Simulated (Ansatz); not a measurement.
# Relaxation of Ta2O5, part 2 of 2

The start is Ta2O5, a database entry, slightly rescaled. Where does it settle when we relax cell and atoms, and what is it like there?

Ansatz 0.2.0; DFT, r2SCAN, no spin polarisation, plane waves, PAW. Relaxing cell and atoms. Earlier steps stand in the parts before.

**3. The log goes on**

Output, continued:

```text
relax step  11: F+E_penalty+E_count = -22737.22498851 eV  Δ(F+E_penalty+E_count) = -9.235e-2 eV  max|allowed force component| = 2.051e-1 eV/Å  Δτ_max = 0.0807 Å  P = +1.195 GPa  Ω = 75.254 Å³  energy of the carried Pulay correction = -6.044e-3 eV  (12 SCF iters, accepted)
relax step  12: F+E_penalty+E_count = -22737.26475008 eV  Δ(F+E_penalty+E_count) = -3.976e-2 eV  max|allowed force component| = 1.197e-1 eV/Å  Δτ_max = 0.0801 Å  P = -0.138 GPa  Ω = 77.058 Å³  energy of the carried Pulay correction = -7.510e-3 eV  (8 SCF iters, dr2 threshold 7.00e-7 eV, accepted)
relax step  13: F+E_penalty+E_count = -22737.26719286 eV  Δ(F+E_penalty+E_count) = -2.443e-3 eV  max|allowed force component| = 3.959e-2 eV/Å  Δτ_max = 0.0136 Å  P = +0.200 GPa  Ω = 77.370 Å³  energy of the carried Pulay correction = -7.759e-3 eV  (6 SCF iters, dr2 threshold 7.00e-7 eV, accepted)
relax step  14: F+E_penalty+E_count = -22737.26720137 eV  Δ(F+E_penalty+E_count) = -8.505e-6 eV  max|allowed force component| = 1.929e-2 eV/Å  Δτ_max = 0.0058 Å  P = -0.079 GPa  Ω = 77.532 Å³  energy of the carried Pulay correction = -7.888e-3 eV  (6 SCF iters, dr2 threshold 3.17e-7 eV, accepted)
relax step  15: F+E_penalty+E_count = -22737.26738177 eV  Δ(F+E_penalty+E_count) = -1.804e-4 eV  max|allowed force component| = 7.581e-3 eV/Å  Δτ_max = 0.0037 Å  P = +0.033 GPa  Ω = 77.474 Å³  energy of the carried Pulay correction = -7.843e-3 eV  (5 SCF iters, dr2 threshold 1.92e-7 eV, accepted)
relax step  16: F+E_penalty+E_count = -22737.26738729 eV  Δ(F+E_penalty+E_count) = -5.515e-6 eV  max|allowed force component| = 8.148e-3 eV/Å  Δτ_max = 0.0013 Å  P = -0.001 GPa  Ω = 77.508 Å³  energy of the carried Pulay correction = -7.869e-3 eV  (5 SCF iters, dr2 threshold 3.30e-8 eV, accepted)
relax step  17: F+E_penalty+E_count = -22737.29054471 eV  Δ(F+E_penalty+E_count) = -2.316e-2 eV  max|allowed force component| = 9.722e-3 eV/Å  Δτ_max = 0.0000 Å  P = +0.448 GPa  Ω = 77.508 Å³  stress off target by 9.60e-1 GPa  SCF on the basis re-selected at this cell (its energy is not comparable with the rows above)  (8 SCF iters)
relax step  18: F+E_penalty+E_count = -22737.29281303 eV  Δ(F+E_penalty+E_count) = -2.268e-3 eV  max|allowed force component| = 2.150e-2 eV/Å  Δτ_max = 0.0106 Å  P = +0.036 GPa  Ω = 78.161 Å³  energy of the carried Pulay correction = -4.459e-4 eV  (6 SCF iters, dr2 threshold 7.00e-7 eV, accepted)
relax step  19: F+E_penalty+E_count = -22737.29300580 eV  Δ(F+E_penalty+E_count) = -1.928e-4 eV  max|allowed force component| = 4.806e-2 eV/Å  Δτ_max = 0.0070 Å  P = +0.186 GPa  Ω = 78.511 Å³  energy of the carried Pulay correction = -6.871e-4 eV  (6 SCF iters, dr2 threshold 4.94e-8 eV, accepted)
relax step  20: F+E_penalty+E_count = -22737.29303845 eV  Δ(F+E_penalty+E_count) = -3.265e-5 eV  max|allowed force component| = 2.868e-3 eV/Å  Δτ_max = 0.0013 Å  P = +0.026 GPa  Ω = 78.585 Å³  energy of the carried Pulay correction = -7.390e-4 eV  (5 SCF iters, dr2 threshold 2.50e-7 eV, accepted)
iter 1 solved again at ethr=4.27e-8 eV; its pass at ethr=3.10e-3 eV (dr2=2.39e-5 eV) is discarded
SCF iter   1: F=-22737.293728 eV  HF=-22737.293644 eV  |F-HF|=8.35e-5  |Δ(HF+E_count)|=         —  Δρ=1.70e-4  dr2=6.64e-7  dr2_τ=1.62e-6  ethr=4.27e-8  ⟨swp⟩=4.1  Hψ=6419  notcnv=0
preconditioner: auto → Resta (q_TF=auto, 2.578 Å⁻¹)  ε∞=5.8  [insulator: Δε(μ)=2.978 eV  Ē_g=12.103 eV  σ=0.100 eV  W_gap=1.00  n_scr=28 (ndim 8)  ℏωp=26.5 eV  f_vac=0.050  D(μ)=0.00/eV (n_scr^D=0)  ε∞_Penn≈5.8]
SCF iter   2: F=-22737.293727 eV  HF=-22737.293715 eV  |F-HF|=1.24e-5  |Δ(HF+E_count)|=   7.08e-5  Δρ=8.62e-5  dr2=1.83e-7  dr2_τ=3.00e-6  ethr=1.19e-9  ⟨swp⟩=2.0  Hψ=1252  notcnv=0
SCF iter   3: F=-22737.293727 eV  HF=-22737.293727 eV  |F-HF|=4.20e-9  |Δ(HF+E_count)|=   1.24e-5  Δρ=3.53e-6  dr2=8.43e-9  dr2_τ=1.55e-9  ethr=3.26e-10  ⟨swp⟩=2.0  Hψ=1320  notcnv=0
SCF iter   4: F=-22737.293727 eV  HF=-22737.293727 eV  |F-HF|=1.52e-9  |Δ(HF+E_count)|=   1.67e-9  Δρ=1.45e-6  dr2=1.29e-9  dr2_τ=4.54e-10  ethr=1.50e-11  ⟨swp⟩=2.0  Hψ=1241  notcnv=0
SCF iter   5: F=-22737.293727 eV  HF=-22737.293727 eV  |F-HF|=1.31e-10  |Δ(HF+E_count)|=   1.52e-9  Δρ=4.51e-7  dr2=1.48e-10  dr2_τ=3.25e-11  ethr=2.30e-12  ⟨swp⟩=2.0  Hψ=1207  notcnv=0
SCF iter   6: F=-22737.293727 eV  HF=-22737.293727 eV  |F-HF|=7.28e-12  |Δ(HF+E_count)|=  1.75e-10  Δρ=2.23e-7  dr2=2.56e-11  dr2_τ=4.38e-12  ethr=1.00e-12  ⟨swp⟩=7.0  Hψ=4155  notcnv=0
SCF 21 converged in 6 iterations: F = -22737.293727 eV  dr2 = 2.56e-11
relax step  21: F+E_penalty+E_count = -22737.29372747 eV  Δ(F+E_penalty+E_count) = -6.890e-4 eV  max|allowed force component| = 2.931e-3 eV/Å  Δτ_max = 0.0000 Å  P = +0.011 GPa  Ω = 78.585 Å³  stress off target by 2.78e-2 GPa  SCF on the basis re-selected at this cell (its energy is not comparable with the rows above)  (6 SCF iters)
basis re-selected at this cell: Δ(F+E_penalty+E_count) = -6.890e-4 eV, ΔP = -0.015 GPa vs the last step (what re-selecting the basis moved, of the pressure what is left beyond the Pulay correction that the steps carried, after the strain that the cell walked since its last selection, with what the two solves' SCF thresholds leave and, on support functions, any second-order correction that the steps lacked; it is no measure of the basis error at this ecutwfc). This SCF's stress stands 2.78e-2 GPa from its target on what of the cell is left free (relax.cell.stress_tol is 5.00e-2 GPa) and its largest allowed force component is 2.93e-3 eV/Å (relax.f_tol is 3.00e-2 eV/Å): within both
SCF converged after 6 iterations
Free energy (F): -22737.293727 eV
Harris-Foulkes:  -22737.293727 eV  (|F-HF|=7.28e-12)
Internal energy: -22737.293727 eV  (E = F + TS)
E sigma→0 (E₀):  -22737.293727 eV
Entropy (-TS):   -0.000000 eV (-0.000 meV/atom)
Fermi energy:    11.777102 eV
--- Per-component energies (eV) ---
  E_band       = -409.555740
  E_kinetic    = 1611.802034
  E_local      = -3281.075940  (includes V_loc(G=0)·N_el)
  E_nonlocal   = 266.331916
  E_hartree    = 1166.927701
  E_xc         = -775.266710
  E_vxc        = -970.710793  (∫ρ·V_xc dr)
  E_paw        = -17645.702957  (= ΣΔE_a)
  E_vpaw       = -425.454550  (= ΣTr[D̂ρ^β])
  E_aug_tail   = 0.005259  (compensation charges beyond the density's cutoff)
  E_vtau       = 55.690921  (kinetic-family band-sum trace: ∫τ·v_τ [+ j·A + Jᵃ·Aᵃ] dr)
  E_ewald      = -4078.642766
  E_core_change = -1.672265  (= ΣΔE_core)
  E_smearing   = -0.000000  (= −TS)
  E_closure    = 0.000000  (closes the sum)
  Σ components = -22737.293727   (vs F -22737.293727, Δ=0.00e0)
--- Forces (eV/Å), atoms counted from 1 ---
  atom   1  Ta     0.00293067     0.00043363    -0.00161069
  atom   2  Ta    -0.00293067     0.00043363     0.00161069
  atom   3  O     -0.00023893     0.00043707     0.00158905
  atom   4  O      0.00023893     0.00043707    -0.00158905
  atom   5  O      0.00152069    -0.00111606    -0.00031126
  atom   6  O     -0.00152069    -0.00111606     0.00031126
  atom   7  O      0.00000000     0.00049321    -0.00000000
  max |Σ_I F_I| component: 2.48e-6 eV/Å
--- Stress (GPa, compression-positive) ---
       -0.000673       0.000000       0.013879
        0.000000       0.012626      -0.000000
        0.013877      -0.000000       0.020990
  P = ⅓ Tr σ = 0.0110 GPa (0.110 kbar)
--- Band table (eV; the first three rows and the last of 24) ---
  k-point 0: bands = ["-59.5254", "-59.4992", "-25.6862", "-25.5203", "-25.3684", "-25.3430", "-25.2880", "-25.1166", "-9.9004", "-7.8503", "-7.7395", "-7.4256", "-7.1329", "4.2108", "4.3414", "4.9418", "5.4446", "6.0250", "6.4956", "6.7243", "7.5215", "7.5319", "7.8849", "8.2939", "8.5824", "8.8438", "9.2797", "10.3240", "14.3032", "14.6174", "14.9709", "15.2646", "15.8061", "16.7399", "17.1183"]
  k-point 1: bands = ["-59.5189", "-59.5057", "-25.5887", "-25.5300", "-25.3953", "-25.3520", "-25.2592", "-25.2060", "-9.5589", "-8.0262", "-7.7882", "-7.7030", "-7.0670", "4.2631", "4.5854", "4.7792", "5.6051", "5.9729", "6.4597", "6.7029", "7.1871", "7.5435", "8.2241", "8.3370", "8.5521", "8.9911", "9.3971", "9.8912", "14.5004", "14.7109", "15.0151", "15.7672", "15.9765", "16.3064", "17.0463"]
  k-point 2: bands = ["-59.5231", "-59.5010", "-25.6653", "-25.5242", "-25.3840", "-25.3575", "-25.2819", "-25.1449", "-9.6438", "-8.0132", "-7.6242", "-7.4915", "-7.1660", "4.1084", "4.4884", "5.0626", "5.3144", "6.1172", "6.3552", "6.9280", "7.1433", "7.5300", "7.9094", "8.3217", "8.7344", "9.0494", "9.4053", "9.8992", "13.8257", "14.7241", "15.1352", "15.3925", "15.6836", "16.5831", "17.1579"]
  k-point 23: bands = ["-59.5189", "-59.5035", "-25.6321", "-25.5788", "-25.4228", "-25.3887", "-25.2992", "-25.1726", "-8.5495", "-7.9937", "-7.9373", "-7.5575", "-7.3689", "4.0589", "4.3748", "4.9991", "5.4209", "5.8614", "6.1899", "6.8891", "7.2562", "7.6074", "7.9347", "8.2015", "8.6319", "9.2891", "9.8142", "10.0300", "13.6610", "14.0581", "14.2936", "15.3494", "15.9398", "16.7680", "17.1719"]
--- Relaxed structure (19 steps of the walk, 18 accepted, 2 SCFs on fresh bases) ---
  F+E_penalty+E_count = -22737.29372747 eV   max|allowed force component| = 2.931e-3 eV/Å   (the final SCF, on the basis selected at the relaxed cell)
  cell:  # Å, volume = 78.5845 Å³
    - [3.01027511849873, 2.5649427414018082, -0.16201645637984696]
    - [3.01027511849873, -2.5649427414018082, -0.16201645637984685]
    - [2.4513316328537984, 7.543877404090906e-17, -5.220823965340075]
  atoms:
    - { symbol: Ta, position: [0.2282465773205073, 0.1530063222539294, 0.706186465698489] }
    - { symbol: Ta, position: [0.8469936777460706, 0.7717534226794928, 0.2938135343015112] }
    - { symbol: O, position: [0.23639032001322516, 0.11386335829757674, 0.040295195359374335] }
    - { symbol: O, position: [0.8861366417024232, 0.7636096799867746, 0.9597048046406259] }
    - { symbol: O, position: [0.7832596818148814, 0.36686803534053863, 0.6477815109270295] }
    - { symbol: O, position: [0.6331319646594612, 0.21674031818511882, 0.35221848907297076] }
    - { symbol: O, position: [0.2768411367434311, 0.7231588632565689, 0.5000000000000001] }
--- Löwdin populations: 7 sites ---
  site symbol       q [e]
     0     Ta     11.2007
     1     Ta     11.2007
     2      O      6.6343
     3      O      6.6343
     4      O      6.6509
     5      O      6.6509
     6      O      6.7377
  spilling = 0.005187 (of n_electrons = 56.000000)
--- Bader charges: 7 sites ---
  site symbol  charge [e]  shift [e]
     0     Ta      2.9416     0.0052
     1     Ta      2.9416     0.0052
     2      O     -1.1340     0.0033
     3      O     -1.1340     0.0033
     4      O     -1.1823     0.0022
     5      O     -1.1823     0.0022
     6      O     -1.2506     0.0004
  estimated error of the sums over rays = 3.1e-4 e
```

Run time: 5.4 min. Hardware: 2 threads of AMD EPYC 7R43 (Zen 3), shared host; peak memory 0.57 GiB.

The steps of the relaxation:

```csv
step,energy from step 1 (eV/cell),largest force component (eV/Å),pressure (GPa),volume (Å³)
1,0.0000,7.6298,24.42,68.27
2,-2.6728,2.1149,5.47,70.15
3,-3.1503,0.7518,0.18,71.11
4,-3.2796,0.8940,5.32,69.82
5,-3.3272,0.2873,-0.72,70.84
6,-3.3406,0.2248,-0.99,71.16
7,-3.3567,0.2439,0.05,70.80
8,-3.3871,0.2581,1.52,71.08
9,-3.5419,0.4935,-1.03,73.77
10x,-3.4324,1.1919,-0.63,76.54
11,-3.6342,0.2051,1.19,75.25
12,-3.6740,0.1197,-0.14,77.06
13,-3.6764,0.0396,0.20,77.37
14,-3.6764,0.0193,-0.08,77.53
15,-3.6766,0.0076,0.03,77.47
16,-3.6766,0.0081,0.00,77.51
17,-3.6998,0.0097,0.45,77.51
18,-3.7021,0.0215,0.04,78.16
19,-3.7022,0.0481,0.19,78.51
20,-3.7023,0.0029,0.03,78.58
21,-3.7030,0.0029,0.01,78.58
```

Step 1 is the start. Steps 17, 21 repeat the geometry before on a plane-wave basis chosen anew for that cell, so the energy can jump there without any move; the table keeps such jumps. 1 step was tried and not accepted (marked x).

| input's cell | before | after | change |
| --- | --- | --- | --- |
| a (Å) | 3.514 | 3.958 | +12.6 % |
| b (Å) | 3.514 | 3.958 | +12.6 % |
| c (Å) | 5.853 | 5.768 | -1.5 % |
| α (°) | 76.57 | 68.88 | -7.69° |
| β (°) | 76.57 | 68.88 | -7.69° |
| γ (°) | 83.93 | 80.78 | -3.15° |
| volume (Å³/atom) | 9.75 | 11.23 | +15.1 % |

The largest move, 0.56 Å, apart from the change of the cell, is shared by several atoms, O3 among them.

**4. Density of states**

States per cell by energy window, from dos.tsv and pdos.tsv (tetrahedra; eV from the Fermi level):

```csv
from,to,total,O p,Ta d
-8.0,-7.0,4.00,2.81,0.97
-7.0,-6.0,4.11,2.92,1.02
-6.0,-5.0,4.48,3.40,0.85
-5.0,-4.0,5.35,4.29,0.77
-4.0,-3.0,5.68,4.84,0.59
-3.0,-2.0,4.24,3.81,0.29
-2.0,-1.0,2.17,2.03,0.08
-1.0,0.0,0.00,0.00,0.00
0.0,1.0,0.00,0.00,0.00
1.0,2.0,0.86,0.11,0.65
2.0,3.0,3.79,0.55,2.84
3.0,4.0,3.47,0.72,2.45
```

On the mesh the valence top lies at -1.45 eV and the conduction bottom at 1.52 eV on this scale.

**5. Atomic charges**

Gathered by element (positive charge: electrons given up): Löwdin charges also hold the electrons that the projection spills.

```csv
element,atoms,Bader charge (e),Bader volume (Å³),Löwdin charge (e)
Ta,2,+2.94,9.9,+1.80
O,5,-1.25 to -1.13,11.0 to 12.5,-0.74 to -0.63
```

The Löwdin projection spills 0.5 % of the electrons and depends on the orbitals chosen; where it disagrees with Bader's partition, neither is an observable.

**6. Maps of the fields**

Maps in the plane spanned by a and c at height 0.772 along b (axes of the input's cell), one cell: a runs left to right (12 points from zero), c bottom to top (17 points), 69° apart. These are the smooth PAW fields, not the true ones near the nuclei.

Valence density. Ten steps from '0' (0.02 e/Å³) to '9' (7.28 e/Å³), finer at the low end (step k begins (100^(k/10) - 1)/99 of the way up):
```
853100013799
853100002478
543100000245
322110000012
122211000001
234432100000
257763211111
358986322211
358997534443
445787546886
633455457888
852223347888
852111125888
752210013578
532210023565
532110024677
742110024899
```

ELF. Ten even steps from '0' (0.01) to '9' (0.85):
```
885100028973
995100006998
973100001689
321000000023
001110000000
257862000000
489996200000
599789500000
299669711430
159999716997
715899628658
830245318603
850000004855
730100001367
201220026643
621220038999
972110039966
```

Atoms within 0.2 Å of the plane, in fractions of a and c: Ta at (0.85, 0.29), O at (0.89, 0.96), O at (0.28, 0.50).

Along short contacts, where the density is least:

```csv
contact,length (Å),minimum at (fraction),density (e/Å³),ELF
Ta1–O3,1.889,deep in a PAW sphere,–,–
O7–O5,2.313,0.50,0.291,0.09
```

```
fraction  Ta1–O3  O7–O5
     0.2    4.48   3.56
     0.3    3.64   1.24
     0.4    2.09  0.465
     0.5    1.21  0.291
     0.6     1.4  0.471
     0.7     2.6   1.25
     0.8    4.87   3.55
```

(Smooth valence density in e/Å³ at fractions of each contact.)

**7. What came out**

What follows sums up all 2 parts.

| quantity | value |
| --- | --- |
| moves | 17 |
| energy gained | 525.6 meV/atom |
| largest move | 0.56 Å (O) |
| space group (0.01 Å), before / after | C2 / C2 |
| cell | a = 3.958 Å, b = 3.958 Å, c = 5.768 Å, α = 68.88°, β = 68.88°, γ = 80.78° |
| volume | 11.23 Å³/atom (+15.1 %) |
| pressure at the end | 0.01 GPa |
| formation energy (elements from separate runs) | -2.68 eV/atom |
| gap (mesh) | 2.98 eV, indirect |
| least direct gap | 3.42 eV |
| Bader charges | Ta +2.94, O -1.25 to -1.13 e |

What this shows: The volume grew by 15.1 %, and the largest move of an atom is 0.56 Å apart from the change of the cell; the energy fell by 525.6 meV per atom. The shape changed more than that tells: the edges moved by +13, +13, -1 %. The levels show a gap of 2.98 eV, with the least direct gap at 3.42 eV; within 0.7 eV of the edges the states project mainly on O p (93 %) below and Ta d (76 %) and O p (13 %) above. The run has no spin-orbit coupling, which matters for the gap with elements this heavy. Set against separate runs on the elements (Ta bcc, O2 molecule), it forms at -2.68 eV per atom, so it is bound against them, though other compounds may compete. Ta loses most charge (+2.94 e on average) and O gains most (-1.18 e).
